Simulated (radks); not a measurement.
**Nuclear size and the levels of Sn²⁺**

Aim: how the total energy, the levels and the density at the nucleus of Sn²⁺ respond when the nuclear radius is scaled.

Method: Dirac Kohn-Sham, relativistic LDA (MacDonald-Vosko exchange, VWN5 correlation), spin-unpolarised, spherical densities, finite nucleus. Code: radks (a radial shooting solver on a logarithmic mesh, Libxc functionals) version 1.

## 1. The atom as given

```
element            : tin (Z = 50)
charge             : +2
electrons          : 48
configuration      : [Kr] 4d10 5s2
nuclear rms radius : 4.6519 fm
```

The outer shells:

Sn²⁺
```
[Kr] core
4d [↑↓][↑↓][↑↓][↑↓][↑↓]
5s [↑↓]
```

In the logs a row gives level, spin channel, occupation and eigenvalue; Etot, Ekin, Encl (electron-nucleus), Eh (Hartree) and Exc are energies, all in hartree; err is the last residual, it the number of iterations.

## 2. rms radius 4.6519 fm

Settings of this run:

```text
Z 50
configuration [Kr] 4d10 5s2 5p0 6s0
relativity Dirac
functional lda_x_rel,vwn5
spin unpolarised
j_filling energy
nucleus finite rms 4.6519 fm
c 137.035999084
```

The program printed:

```text
1s1/2   1   2.0000       -1059.99408342
2s1/2   1   2.0000        -160.74763641
2p1/2   1   2.0000        -150.41678815
2p3/2   1   4.0000        -142.01929403
3s1/2   1   2.0000         -31.53885168
3p1/2   1   2.0000         -27.30500392
3p3/2   1   4.0000         -25.77067953
3d3/2   1   4.0000         -18.22155396
3d5/2   1   6.0000         -17.90323973
4s1/2   1   2.0000          -5.53894903
4p1/2   1   2.0000          -4.12385190
4p3/2   1   4.0000          -3.84424469
4d3/2   1   4.0000          -1.61906353
4d5/2   1   6.0000          -1.58026916
5s1/2   1   2.0000          -0.97321401
5p1/2   1   0.0000          -0.68455727
5p3/2   1   0.0000          -0.65759802
6s1/2   1   0.0000          -0.32610820
Etot -6164.320143005811
Ekin 6472.303676630628
Encl -14930.507330106278
Eh 2444.646383164399
Exc -150.76287269455833
err 1.290383264004568e-09
it 14
```

The top filled level is 5s1/2, -26.483 eV.

Radial moments (bohr):

| level | occupation | energy (eV) | <r> | outermost maximum (interpolated) | 90 % within | nodes |
| --- | --- | --- | --- | --- | --- | --- |
| 4p1/2 | 2 | -112.22 | 0.8658 | 0.772 | 1.28 | 2 |
| 4p3/2 | 4 | -104.61 | 0.8960 | 0.797 | 1.32 | 2 |
| 4d3/2 | 4 | -44.057 | 1.085 | 0.881 | 1.69 | 1 |
| 4d5/2 | 6 | -43.001 | 1.099 | 0.891 | 1.71 | 1 |
| 5s1/2 | 2 | -26.483 | 2.208 | 1.94 | 3.20 | 4 |
| 5p1/2 | 0 | -18.628 | 2.589 | 2.25 | 3.79 | 3 |
| 5p3/2 | 0 | -17.894 | 2.672 | 2.32 | 3.91 | 3 |
| 6s1/2 | 0 | -8.874 | 5.000 | 4.68 | 7.11 | 5 |

The radial density on a logarithmic grid:

| r (bohr) | 4πr²ρ (e/bohr) |
| --- | --- |
| 0.00116 | 2.017 |
| 0.00178 | 4.238 |
| 0.00274 | 8.606 |
| 0.00423 | 16.59 |
| 0.00651 | 29.55 |
| 0.0100 | 46.65 |
| 0.0155 | 61.60 |
| 0.0238 | 64.22 |
| 0.0367 | 56.81 |
| 0.0565 | 64.33 |
| 0.0870 | 82.06 |
| 0.133 | 66.17 |
| 0.205 | 60.48 |
| 0.315 | 61.52 |
| 0.486 | 24.12 |
| 0.748 | 23.37 |
| 1.15 | 14.01 |
| 1.78 | 3.761 |
| 2.73 | 0.8475 |
| 4.21 | 0.06059 |

## 3. rms radius 4.0751 fm

Changes since step 2:

```diff
@@ -6,3 +6,3 @@
 j_filling energy
-nucleus finite rms 4.6519 fm
+nucleus finite rms 4.0751 fm
 c 137.035999084
```

The program printed:

```text
1s1/2   1   2.0000       -1060.00862397
2s1/2   1   2.0000        -160.74930168
2p1/2   1   2.0000        -150.41671791
2p3/2   1   4.0000        -142.01919141
3s1/2   1   2.0000         -31.53916710
3p1/2   1   2.0000         -27.30498416
3p3/2   1   4.0000         -25.77065292
3d3/2   1   4.0000         -18.22153096
3d5/2   1   6.0000         -17.90321720
4s1/2   1   2.0000          -5.53901108
4p1/2   1   2.0000          -4.12384588
4p3/2   1   4.0000          -3.84423747
4d3/2   1   4.0000          -1.61905831
4d5/2   1   6.0000          -1.58026404
5s1/2   1   2.0000          -0.97322027
5p1/2   1   0.0000          -0.68455540
5p3/2   1   0.0000          -0.65759607
6s1/2   1   0.0000          -0.32610925
Etot -6164.354991764991
Ekin 6472.457227310999
Encl -14930.698152914498
Eh 2444.6490381315684
Exc -150.7631042930608
err 1.291304802854721e-09
it 14
```

E − E(step 2, rms radius 4.6519 fm) = -0.948 eV. The top filled level is 5s1/2, -26.483 eV.

## 4. rms radius 4.2518 fm

Changes since step 3:

```diff
@@ -6,3 +6,3 @@
 j_filling energy
-nucleus finite rms 4.0751 fm
+nucleus finite rms 4.2518 fm
 c 137.035999084
```

The program printed:

```text
1s1/2   1   2.0000       -1060.00434341
2s1/2   1   2.0000        -160.74881144
2p1/2   1   2.0000        -150.41673859
2p3/2   1   4.0000        -142.01922162
3s1/2   1   2.0000         -31.53907424
3p1/2   1   2.0000         -27.30498998
3p3/2   1   4.0000         -25.77066075
3d3/2   1   4.0000         -18.22153773
3d5/2   1   6.0000         -17.90322383
4s1/2   1   2.0000          -5.53899281
4p1/2   1   2.0000          -4.12384765
4p3/2   1   4.0000          -3.84423960
4d3/2   1   4.0000          -1.61905985
4d5/2   1   6.0000          -1.58026555
5s1/2   1   2.0000          -0.97321842
5p1/2   1   0.0000          -0.68455595
5p3/2   1   0.0000          -0.65759664
6s1/2   1   0.0000          -0.32610894
Etot -6164.344732680249
Ekin 6472.411876968169
Encl -14930.64183006148
Eh 2444.6482565267906
Exc -150.76303611372748
err 1.2907623730086952e-09
it 14
```

E − E(step 2, rms radius 4.6519 fm) = -0.669 eV. 5s1/2 is the highest filled level (-26.483 eV).

## 5. rms radius 5.0985 fm

Changes since step 4:

```diff
@@ -6,3 +6,3 @@
 j_filling energy
-nucleus finite rms 4.2518 fm
+nucleus finite rms 5.0985 fm
 c 137.035999084
```

The program printed:

```text
1s1/2   1   2.0000       -1059.98171236
2s1/2   1   2.0000        -160.74621966
2p1/2   1   2.0000        -150.41684786
2p3/2   1   4.0000        -142.01938134
3s1/2   1   2.0000         -31.53858334
3p1/2   1   2.0000         -27.30502073
3p3/2   1   4.0000         -25.77070218
3d3/2   1   4.0000         -18.22157354
3d5/2   1   6.0000         -17.90325890
4s1/2   1   2.0000          -5.53889624
4p1/2   1   2.0000          -4.12385702
4p3/2   1   4.0000          -3.84425083
4d3/2   1   4.0000          -1.61906798
4d5/2   1   6.0000          -1.58027352
5s1/2   1   2.0000          -0.97320868
5p1/2   1   0.0000          -0.68455886
5p3/2   1   0.0000          -0.65759967
6s1/2   1   0.0000          -0.32610731
Etot -6164.29049394572
Ekin 6472.174028908449
Encl -14930.345971632176
Eh 2444.6441244253783
Exc -150.7626756473731
err 1.2897095179885034e-09
it 14
```

E − E(step 2, rms radius 4.6519 fm) = +0.807 eV. The top filled level is 5s1/2, -26.482 eV.

## 6. rms radius 5.4334 fm

Changes since step 5:

```diff
@@ -6,3 +6,3 @@
 j_filling energy
-nucleus finite rms 5.0985 fm
+nucleus finite rms 5.4334 fm
 c 137.035999084
```

The program printed:

```text
1s1/2   1   2.0000       -1059.97180804
2s1/2   1   2.0000        -160.74508545
2p1/2   1   2.0000        -150.41689566
2p3/2   1   4.0000        -142.01945124
3s1/2   1   2.0000         -31.53836852
3p1/2   1   2.0000         -27.30503418
3p3/2   1   4.0000         -25.77072031
3d3/2   1   4.0000         -18.22158920
3d5/2   1   6.0000         -17.90327425
4s1/2   1   2.0000          -5.53885397
4p1/2   1   2.0000          -4.12386113
4p3/2   1   4.0000          -3.84425575
4d3/2   1   4.0000          -1.61907153
4d5/2   1   6.0000          -1.58027701
5s1/2   1   2.0000          -0.97320441
5p1/2   1   0.0000          -0.68456013
5p3/2   1   0.0000          -0.65760100
6s1/2   1   0.0000          -0.32610660
Etot -6164.266756898416
Ekin 6472.070787645628
Encl -14930.217342786838
Eh 2444.6423161310086
Exc -150.76251788821398
err 1.2895506971236148e-09
it 14
```

E − E(step 2, rms radius 4.6519 fm) = +1.453 eV. Highest occupied level: 5s1/2 at -26.482 eV.

## 7. All runs together

| rms radius (fm) | total energy shift (eV) | density at nucleus (e/bohr³) | 1s1/2 shift (meV) | 2s1/2 shift (meV) | 4p1/2 shift (meV) | 5s1/2 shift (meV) | 5p1/2 shift (meV) |
| --- | --- | --- | --- | --- | --- | --- | --- |
| 4.0751 | -0.948 | 1.928e+05 | -396 | -45.3 | 0.164 | -0.170 | 0.0509 |
| 4.2518 | -0.669 | 1.916e+05 | -279 | -32.0 | 0.116 | -0.120 | 0.0359 |
| 4.6519 | 0 | 1.89e+05 | 0 | 0 | 0 | 0 | 0 |
| 5.0985 | 0.807 | 1.863e+05 | 337 | 38.6 | -0.139 | 0.145 | -0.0433 |
| 5.4334 | 1.45 | 1.845e+05 | 606 | 69.4 | -0.251 | 0.261 | -0.0779 |

**Reading.** Shifts are against the first run. Over the range the 1s1/2 level moves by 1.00 eV and the 5p1/2 level by -0.129 meV. A larger nucleus binds the 1s electrons less and lowers the density at its centre. These are shifts of eigenvalues, not the field shifts of spectral lines.
